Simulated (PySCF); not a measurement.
# GdH3O3 (Gd(OH)3): the cost of one run

Method: PBE0, Gd lcecp-1-SVP with ECP53, O def2-SVP, H def2-SVP; scalar-relativistic core potentials, no spin–orbit coupling; program: PySCF 2.14.0.

## (1) The system as given

7 atoms, charge 0, spin multiplicity 1.

Bond lengths: Gd1–O2 2.176 Å, Gd1–O4 2.176 Å, Gd1–O6 2.176 Å, O2–H3 0.966 Å, O4–H5 0.966 Å, O6–H7 0.966 Å. Angles: O2–Gd1–O4 120.0°, O2–Gd1–O6 120.0°, O4–Gd1–O6 120.0°, Gd1–O2–H3 158.7°, Gd1–O4–H5 158.7°, Gd1–O6–H7 158.7°.

As a file:

```xyz
7
GdH3O3
Gd    0.0000    0.0000    0.0000
O     2.1758    0.0000    0.0000
H     3.0758    0.0000    0.3500
O    -1.0879    1.8843    0.0000
H    -1.5379    2.6637    0.3500
O    -1.0879   -1.8843    0.0000
H    -1.5379   -2.6637    0.3500
```

Formal oxidation states: Gd +3. Each metal's 7 4f electrons lie in its core potential, so multiplicities, spins and levels count the valence alone.

## (2) SCF at the start, singlet

Contents of run.py (the lines that set the calculation):

```python
mol = gto.M(atom='''
Gd     0.00000     0.00000     0.00000
O      2.17580     0.00000     0.00000
H      3.07580     0.00000     0.35000
O     -1.08790     1.88430     0.00000
H     -1.53790     2.66370     0.35000
O     -1.08790    -1.88430     0.00000
H     -1.53790    -2.66370     0.35000''',
    basis={'Gd': 'lcecp-1-SVP', 'O': 'def2-SVP', 'H': 'def2-SVP'},
    ecp={'Gd': 'lcecp-1-SVP'},
    charge=0, spin=0)
mf = dft.RKS(mol, xc='PBE0')
mf.grids.atom_grid = (50, 194)  # f atoms: unpruned, at least (60, 302)
mf = mf.density_fit()  # fitting sets: Gd AutoAux, O def2-universal-JKFIT, H def2-universal-JKFIT
mf.conv_tol = 1e-08; mf.max_cycle = 55
mf.kernel(dm0)  # dm0: free metal ions and neutral atoms
```

Started as:

```console
$ OMP_NUM_THREADS=2 python run.py
```

What time and memory should one allow on 2 threads of AMD EPYC 9R45 (Zen 5), shared host?

About 1.5 s, with a peak of 0.51 GiB.
